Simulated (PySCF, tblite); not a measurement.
# C₃H₉NSeSi₂: geometry, infrared bands and NMR shifts

Wanted: the infrared bands and NMR shifts of C₃H₉NSeSi₂ (`N#CC[SiH2]C[Se][SiH3]`), by calculation.

Programs: tblite 0.8.0 and PySCF 2.14.0, with density-fitted response routines of our own. Each step states its level of theory. These are calculated values for one molecule in the gas phase, unless marked as measured. Atoms count from 0, in the outputs and in this text.

## (1) The starting structure

16 atoms, charge 0, multiplicity 1; geometry from: force field or distance geometry start.

Bonds of the start (Å): N0–C1 1.17, C1–C2 1.45, C2–Si3 1.88, Si3–C4 1.87, C4–Se5 1.95, Se5–Si6 2.29, C2–H7 1.11, C2–H8 1.11, Si3–H9 1.46, Si3–H10 1.47, C4–H11 1.10, C4–H12 1.11, Si6–H13 1.47, Si6–H14 1.46, Si6–H15 1.49.

## (2) Optimising the geometry with GFN2-xTB

What the job is given:

```
{"job": {"kind": "relax", "xc": "GFN2-xTB", "basis": "xTB"}, "charge": 0, "multiplicity": 1}
N     -2.184900    -1.659600     2.137900
C     -2.236300    -1.285100     1.032200
C     -2.269700    -0.829600    -0.342400
Si    -1.465100     0.859100    -0.490700
C      0.322900     0.752700     0.057500
Se     1.293100    -0.428700    -1.154000
Si     3.237400    -0.136100     0.015900
H     -3.330100    -0.742600    -0.667400
H     -1.742600    -1.553900    -0.994900
H     -1.538000     1.314700    -1.871000
H     -2.177300     1.804700     0.379700
H      0.369200     0.362000     1.089900
H      0.760700     1.773000     0.023900
H      3.605600     1.284500     0.015100
H      4.307200    -0.914100    -0.606800
H      3.040200    -0.592000     1.417100
```

The run is started by

```console
$ OMP_NUM_THREADS=1 python probes_run.py task.json out
```

The driver reads the jobs from task.json and runs them one after another.

**Question.** This job is followed by: GFN2-xTB harmonic vibrations, gas phase; GIAO PBE0/pcSseg-1 NMR shielding, non-relativistic, gas phase. What will the session give for the following? strongest single infrared mode (GFN2-xTB); zero-point energy (GFN2-xTB); ¹³C shifts against TMS (PBE0/pcSseg-1); ¹H shifts against TMS (PBE0/pcSseg-1, means over atoms taken as alike); ¹⁵N shifts against NH3 (PBE0/pcSseg-1); ²⁹Si shifts against TMS (PBE0/pcSseg-1); ⁷⁷Se shifts against Me2Se (PBE0/pcSseg-1); surface potential, 1st and 99th percentile.

As calculated:

| quantity | value |
| --- | --- |
| strongest single infrared mode (GFN2-xTB) | 748 cm⁻¹, 734 km/mol |
| zero-point energy (GFN2-xTB) | 64.5 kcal/mol |
| ¹³C shifts against TMS (PBE0/pcSseg-1) | 121.8, 7.3, -3.1 ppm |
| ¹H shifts against TMS (PBE0/pcSseg-1, means over atoms taken as alike) | 4.74, 4.48, 1.94, 1.84 ppm |
| ¹⁵N shifts against NH3 (PBE0/pcSseg-1) | 296.7 ppm |
| ²⁹Si shifts against TMS (PBE0/pcSseg-1) | -34.7, -53.4 ppm |
| ⁷⁷Se shifts against Me2Se (PBE0/pcSseg-1) | -331 ppm |
| surface potential, 1st and 99th percentile | -1.82 V and 1.51 V |

In words: The optimisation took 57 steps and gained 0.171 eV; among the close pairs (by a distance rule), C2–Si3 changed most, from 1.876 to 1.920 Å. No mode is imaginary among the 42: a minimum at this level. The strongest single mode, at 748 cm⁻¹, has its largest shares on H14, H15 and H13 (the list is cut at 3 atoms). GFN2-xTB is a fitted tight-binding method: band positions and strengths are rough. Its intensities can rank the bands wrongly. C1 (nitrile carbon) lies farthest downfield among carbon, at 121.8 ppm; typical of a nitrile. At PBE0/pcSseg-1: The largest span, 940 ppm, is at Se5, where the paramagnetic term is -914 ppm. By nearest atom (PBE0/pcSseg-1), the HOMO sits on Se5 81 % and the LUMO on Se5 27 %; Si6 11 %. Spin-orbit coupling is left out, which matters for shieldings and couplings at and beside the heavy atoms.
